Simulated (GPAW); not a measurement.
# C2H4Se (ethaneselenal): a first try and a second

Aim: energy and one-electron properties of C2H4Se (ethaneselenal) at LDA (PW92)/plane waves (scalar-relativistic datasets, plane-wave cutoff 450 eV).

Program for the calculation: GPAW 26.7.0.

2 further runs of the same task are left out: 2 set aside as unsound or not needed. Runs told in other sessions of the task aren't counted.

**1. The molecule**

C2H4Se has 7 atoms, charge 0, and is taken as a singlet. SMILES: `CC=[Se]`. The shape comes from GFN2-xTB, which is rough for such elements, and wasn't checked as a minimum.

Bond lengths: C1–C2 1.478 Å, C2–Se3 1.753 Å, C1–H4 1.092 Å, C1–H5 1.092 Å, C1–H6 1.087 Å, C2–H7 1.086 Å. Angles: C1–C2–Se3 125.6°, C1–C2–H7 115.4°, Se3–C2–H7 119.0°, C2–C1–H4 109.8°, C2–C1–H5 109.9°, C2–C1–H6 111.5°, H4–C1–H5 106.8°, H4–C1–H6 109.3°, H5–C1–H6 109.4°.

**2. Try one**

Contents of mol.py:

```python
import numpy as np
from ase.io.zmatrix import parse_zmatrix
from ase.units import Debye
from gpaw import GPAW, PW

# Atomic positions
atoms = parse_zmatrix("""
C
C 1 1.478261
Se 2 1.753107 1 125.56805
H 1 1.091749 2 109.78169 3 -120.55556
H 1 1.091589 4 106.77993 2 119.11021
H 1 1.086979 5 109.40885 4 -118.16668
H 2 1.086281 1 115.43929 6 -179.44262
""")
atoms.center(vacuum=4.5)
atoms.set_initial_magnetic_moments([1 / len(atoms)] * len(atoms))

# Calculator
calc = GPAW(mode=PW(450),
            xc="LDA",
            occupations={"name": "fermi-dirac", "width": 0.0, "fixmagmom": True},
            maxiter=96,
            txt="-")
atoms.calc = calc

energy = atoms.get_potential_energy()
print(f"Energy                  {energy:.5f} eV")
forces = atoms.get_forces()
print("Forces (eV/Ang)")
for symbol, f in zip(atoms.symbols, forces):
    print(f'{symbol:2} {f[0]:9.4f} {f[1]:9.4f} {f[2]:9.4f}')
dipole = atoms.get_dipole_moment() / Debye
print(f"Dipole: {np.linalg.norm(dipole):.3f} D")
```

On the command line:

```
python3 mol.py
```

Output:

```text
[...]
  mode=PW(ecut=450.00000000000006),
[...]
Number of symmetries: 1
[...]
  Number of IBZ points: 1
[...]
Cutoff: 450.00000000000006 eV
Spin-components: 2 (collinear spins)
Bands:           16
[...]
  Valence electrons: 18.0
[...]
  Grid points: [60 56 54]
  Charge: 0.0  # |e|
[...]
    cutoffs:
[...]
occupation numbers:
  Fixed magnetic moment: 1.000
[...]
xc functional:
  name: None
[...]
|iter     |     time |      energy | eigst |  dens |  magmom |
[...]
|iter:   1| 00:00:02 |  -40.136433 | +0.56 |       |  +0.9981|
[...]
|iter:  12| 00:00:18 |  -35.724231c| -7.53c| -4.79c|  +1.0000|
Converged in 12 steps
[...]
Energy contributions relative to reference atoms: (reference = -68103.294549)
Energy contributions:
  Kinetic:          42.812678
  Coulomb:         -44.654498
  Zero:             -0.013978
  External:          0.000000
  Xc:              -33.868433
  Entropy:           0.000000
  Spinorbit:         0.000000
  ----------------------------
  Free energy:     -35.724231
  Extrapolated:    -35.724231
dipole moment: (-0.260221, -0.246821, 0.001092)  # |e|*Ang
Total magnetic moment: (0.000000, 0.000000, 1.000000)
Local magnetic moments
|        x |        y |         z |
|----------|----------|-----------|
| 0.000000 | 0.000000 |  0.005980 |  # C    0
| 0.000000 | 0.000000 |  0.116147 |  # C    1
| 0.000000 | 0.000000 |  0.244904 |  # Se   2
| 0.000000 | 0.000000 |  0.006867 |  # H    3
| 0.000000 | 0.000000 |  0.006654 |  # H    4
| 0.000000 | 0.000000 | -0.000305 |  # H    5
| 0.000000 | 0.000000 |  0.006490 |  # H    6
Fermi levels: -3.135, -5.066
Eigenvalues  # (at kpt = [0.000, 0.000, 0.000])
| band index |      eig [eV] | occ [0-1] |      eig [eV] | occ [0-1] |
|------------|---------------|-----------|---------------|-----------|
|          0 |       -19.812 |     1.000 |       -19.542 |     1.000 |
|          1 |       -17.432 |     1.000 |       -17.228 |     1.000 |
|          2 |       -13.827 |     1.000 |       -13.557 |     1.000 |
|          3 |       -11.005 |     1.000 |       -10.849 |     1.000 |
|          4 |       -10.327 |     1.000 |       -10.199 |     1.000 |
|          5 |        -9.705 |     1.000 |        -9.549 |     1.000 |
|          6 |        -8.422 |     1.000 |        -8.248 |     1.000 |
|          7 |        -6.886 |     1.000 |        -6.512 |     1.000 |
|          8 |        -5.614 |     1.000 |        -5.066 |     0.500 |
|          9 |        -3.135 |     0.500 |        -2.595 |     0.000 |
|         10 |        -0.424 |     0.000 |        -0.389 |     0.000 |
|         11 |         0.260 |     0.000 |         0.379 |     0.000 |
[...]
Gap: 1.932 eV
Transition (v -> c):
[...]
Forces (eV/Ang)
C     0.8004    0.1803    0.0030
C    -0.9677   -0.5391   -0.0029
Se    0.5447    0.7437   -0.0011
H    -0.2513   -0.2185    0.3733
H    -0.2463   -0.2261   -0.3665
H    -0.2419    0.3840   -0.0063
H     0.3619   -0.3213    0.0011
Dipole: 1.723 D
```

It took 20 s on 1 thread of Arm Neoverse V1, shared host; peak memory 0.54 GiB.

**3. Diagnosis**

The run finished; that doesn't make the result usable.

Cause: the spin state typed doesn't suit the molecule. Among its listed settings the sound run differs in this, and the input shows the rest: reference RKS in place of UKS; multiplicity 1 in place of 2.

**4. The mended input**

Contents of calc.py:

```python
import numpy as np
from ase.io.zmatrix import parse_zmatrix
from ase.units import Debye
from gpaw import GPAW, PW

zmat = """
C
C 1 r2
Se 2 r3 1 a3
H 1 r4 2 a4 3 d4
H 1 r5 4 a5 2 d5
H 1 r6 5 a6 4 d6
H 2 r7 1 a7 6 d7
"""
values = dict(r2=1.478261, r3=1.753107, a3=125.56805, r4=1.091749, a4=109.78169, d4=-120.55556, r5=1.091589, a5=106.77993, d5=119.11021, r6=1.086979, a6=109.40885, d6=-118.16668, r7=1.086281, a7=115.43929, d7=-179.44262)
mol = parse_zmatrix(zmat, defs=values)
mol.center(vacuum=4.5)

gpaw_calc = GPAW(mode={'name': 'pw', 'ecut': 450}, xc='LDA', maxiter=100, txt='-')
mol.calc = gpaw_calc

energy = mol.get_potential_energy()
print(f'Energy: {energy:.5f} eV')
forces = mol.get_forces()
print('Forces (eV/Ang)')
for symbol, f in zip(mol.symbols, forces):
    print(f'{symbol:2} {f[0]:9.4f} {f[1]:9.4f} {f[2]:9.4f}')
dipole = mol.get_dipole_moment() / Debye
print(f'Dipole                  {np.linalg.norm(dipole):.3f} D')
homo, lumo = gpaw_calc.get_homo_lumo()
print(f'HOMO: {homo:.3f} eV')
print(f'LUMO                    {lumo:.3f} eV')
print(f'Gap = {lumo - homo:.3f} eV')
```

On the command line:

```
python3 -u calc.py | tee calc.out
```

Output:

```text
[...]
  mode=PW(ecut=450),
[...]
Number of symmetries: 1
[...]
  Number of IBZ points: 1
[...]
Cutoff: 450.00000000000006 eV
Spin-components: 1 (collinear spins)
Bands:           15
[...]
  Valence electrons: 18.0
[...]
  Grid points: [60 56 54]
  Charge: 0.0  # |e|
[...]
    cutoffs:
[...]
occupation numbers:
  # Zero width
[...]
xc functional:
  name: None
[...]
|iter     |     time |      energy | eigst |  dens |
[...]
|iter:   1| 00:00:02 |  -40.925386 | +0.57 |       |
[...]
|iter:  12| 00:00:12 |  -36.643403c| -7.52c| -5.25c|
Converged in 12 steps
[...]
Energy contributions relative to reference atoms: (reference = -68103.294549)
Energy contributions:
  Kinetic:          41.990021
  Coulomb:         -44.879715
  Zero:             -0.011937
  External:          0.000000
  Xc:              -33.741772
  Entropy:           0.000000
  Spinorbit:         0.000000
  ----------------------------
  Free energy:     -36.643403
  Extrapolated:    -36.643403
dipole moment: (-0.367666, -0.350242, 0.001399)  # |e|*Ang
Fermi level: -3.986
Eigenvalues  # (at kpt = [0.000, 0.000, 0.000])
| band index |      eig [eV] | occ [0-2] |
|------------|---------------|-----------|
|          0 |       -19.787 |     2.000 |
|          1 |       -17.314 |     2.000 |
|          2 |       -13.866 |     2.000 |
|          3 |       -11.054 |     2.000 |
|          4 |       -10.513 |     2.000 |
|          5 |        -9.761 |     2.000 |
|          6 |        -8.374 |     2.000 |
|          7 |        -6.800 |     2.000 |
|          8 |        -4.861 |     2.000 |
|          9 |        -3.111 |     0.000 |
|         10 |        -0.434 |     0.000 |
|         11 |         0.335 |     0.000 |
[...]
Gap: 1.751 eV
Transition (v -> c):
[...]
Forces (eV/Ang)
C     0.8684    0.2233   -0.0064
C    -0.6428    0.4433    0.0062
Se    0.0154   -0.0370   -0.0034
H    -0.1874   -0.2966    0.3417
H    -0.1878   -0.3044   -0.3334
H    -0.1569    0.4067   -0.0043
H     0.2908   -0.4317    0.0001
Dipole                  2.439 D
HOMO: -4.861 eV
LUMO                    -3.111 eV
Gap = 1.751 eV
```

Wall time 13 s (1 thread of Arm Neoverse V1, shared host); peak memory 0.39 GiB.

**5. Outcome**

Level: LDA (PW92)/plane waves (scalar-relativistic datasets, plane-wave cutoff 450 eV).

| quantity | value |
| --- | --- |
| energy as printed (from the program's reference atoms) | -36.6434 eV |
| dipole moment | 2.44 D |
| HOMO energy (shifted to the vacuum level, unlike the log) | -5.21 eV |
| LUMO energy (shifted to the vacuum level, unlike the log) | -3.46 eV |
| HOMO–LUMO gap | 1.75 eV |
| largest force on an atom | 0.897 eV/Å |

**Reading.** The largest force is 0.90 eV/Å: the shape isn't a stationary point for this species at this level.
